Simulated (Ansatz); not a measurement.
**SnBrCl + HCl: a complex and its separated parts**

Aim: how far the complex at one end of a reaction step lies below its separated, relaxed parts, level by level.

The runs use Ansatz 0.2.0, Gaussian basis; PBE0-D4/def2-TZVP structures, single points in def2-TZVPP, no counterpoise correction.

Levels: SPW92, PBE-D4, BLYP-D4, r2SCAN-D4, B97M-V, PBE0-D4, B3LYP-D4, r2SCAN0-D4, BHLYP-D4, CAM-B3LYP-D4, wB97X-V, wB97M-V, B2PLYP, PBE-QIDH, RPA on PBE, Hartree-Fock, MP2, CCSD, CCSD(T).

Correlated methods freeze the cores. Filled d shells of the heavier atoms are correlated. Core potentials replace the inner electrons past krypton, and spin-orbit coupling is left out. B3LYP uses VWN-RPA correlation. B2PLYP carries no dispersion term here.

### Step 1. The starting structure

The complex: 5 atoms, charge 0, spin multiplicity 1.

Atoms are counted from 1 here; the program's logs count them from 0.

Bond lengths: Sn1–Cl2 2.366 Å, Sn1–Br5 2.585 Å, Cl3–H4 1.302 Å. Angles: Cl2–Sn1–Br5 97.7°.

As a file:

```mol
BrCl2HSn
  3D, bonds by distance, orders not assigned

  5  3  0  0  0  0  0  0  0  0999 V2000
    0.3956    1.3579    0.4545 Sn  0  0
   -0.5811    0.3886    2.3795 Cl  0  0
    1.3851   -1.3210   -0.5067 Cl  0  0
    0.2395   -1.1117   -1.0892 H   0  0
   -1.4392    0.6862   -1.2381 Br  0  0
  1  2  8  0
  1  5  8  0
  3  4  8  0
M  END
```

Its parts: SnBrCl holds atoms 1, 2, 5; HCl holds atoms 3, 4. Each part counts its atoms afresh in its own runs.

### Step 2. Relaxing SnBrCl alone

relax-a/in.yaml reads:

```yaml
crystal:
  periodic: [false, false, false]
  atoms:
    - {symbol: Sn, position_ang: [0.395631, 1.357949, 0.454488]}
    - {symbol: Cl, position_ang: [-0.581074, 0.388555, 2.379520]}
    - {symbol: Br, position_ang: [-1.439152, 0.686215, -1.238073]}
basis:
  gaussian: {orbitals: def2-TZVP}
hamiltonian: {xc: pbe0, dispersion: d4}
relax: {f_tol: 0.005, max_steps: 200}
```

No record of the launch command was kept for these runs.

Further steps of the session: Relaxing HCl alone; wB97M-V/def2-TZVPP; CCSD(T)/def2-TZVPP; Vibrations of SnBrCl; Vibrations of HCl.

**Question.** What will these runs give? Wanted: complex less parts, CCSD(T)/def2-TZVPP; with zero-point energy; largest T1 diagnostic.

As calculated:

| quantity | value |
| --- | --- |
| complex less parts, CCSD(T)/def2-TZVPP | -20.2 kJ/mol |
| with zero-point energy | -16.2 kJ/mol |
| largest T1 diagnostic | 0.012 |

In words: At CCSD(T) the complex lies 20.2 kJ/mol below its parts. B2PLYP is the best functional here (+2.4 kJ/mol from CCSD(T)); SPW92 is the worst (-29.9 kJ/mol). By rung, the mean size of the error is: LDA 29.9, GGA 12.2, meta-GGA 8.1, hybrid 8.4, range-separated hybrid 6.6, double hybrid 3.3 kJ/mol. PBE-D4 gives a relative energy 14.3 kJ/mol too low, outside chemical accuracy (1 kcal/mol, 4.2 kJ/mol). No counterpoise was applied, and triple zeta lacks some correlation, so the CCSD(T) reference has a basis error of its own, and close matches with it are partly luck.
